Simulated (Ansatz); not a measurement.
# Sr3Sc: the cost of one run

Program: Ansatz 0.2.0. Level of theory: DFT PBE, scalar-relativistic, plane waves, PAW. These are calculated values, not measurements.

## (1) The structure to begin with

The structure is cubic, space group Pm-3m (No. 221). Conventional cell: a = 4.855 Å, b = 4.855 Å, c = 4.855 Å, α = 90.00°, β = 90.00°, γ = 90.00°. Around Sr (site symmetry 4/mmm) lie 8 Sr at 3.43 Å and 4 Sc at 3.43 Å. Sc (site symmetry m-3m) is surrounded by 12 Sr at 3.43 Å.

Coordinates:

```
CELL_PARAMETERS angstrom
4.85468 0.00000 0.00000
0.00000 4.85468 0.00000
0.00000 0.00000 4.85468
ATOMIC_POSITIONS crystal
Sr 0.00000 0.50000 0.50000
Sr 0.50000 0.00000 0.50000
Sr 0.50000 0.50000 0.00000
Sc 0.00000 0.00000 0.00000
```

This is candidate A: Cu3Au (L1_2) type (Pm-3m, No. 221).

(A quick probe on a coarse mesh, which set the mesh and smearing, is not shown.)

## (3) Rough relaxation on the coarse mesh (candidate A)

input.yaml reads:

```yaml
crystal:
  lattice:
    - [4.8546782725, 0.0, 0.0]
    - [0.0, 4.8546782725, 0.0]
    - [0.0, 0.0, 4.8546782725]
  atoms:
    - { symbol: Sr, position: [0.0, 0.5, 0.5] }
    - { symbol: Sr, position: [0.5, 0.0, 0.5] }
    - { symbol: Sr, position: [0.5, 0.5, 0.0] }
    - { symbol: Sc, position: [0.0, 0.0, 0.0] }
basis:
  ecutwfc: 420
kpoints:
  mp_grid: { grid: [4, 4, 4] }
hamiltonian:
  xc: pbe
scf:
  occupations: { method: gaussian, width: 0.1 }
  lower_state_search: "off"
output:
  forces: true
  stress: true
  eigenvalues: true
relax:
  adjacent_minimum: "off"
  f_tol: 0.04
  max_steps: 70
  cell: { stress_tol: 0.4 }
```

Command:

```console
> ansatz run input.yaml --threads 1 --pin off --max-ram 2560MiB --backend cpu --events-out ev --progress --plain --runs-dir out
```

What time and memory should one allow on 1 thread of Arm Neoverse V1, shared host?

About 16 s, with a peak of 0.39 GiB.
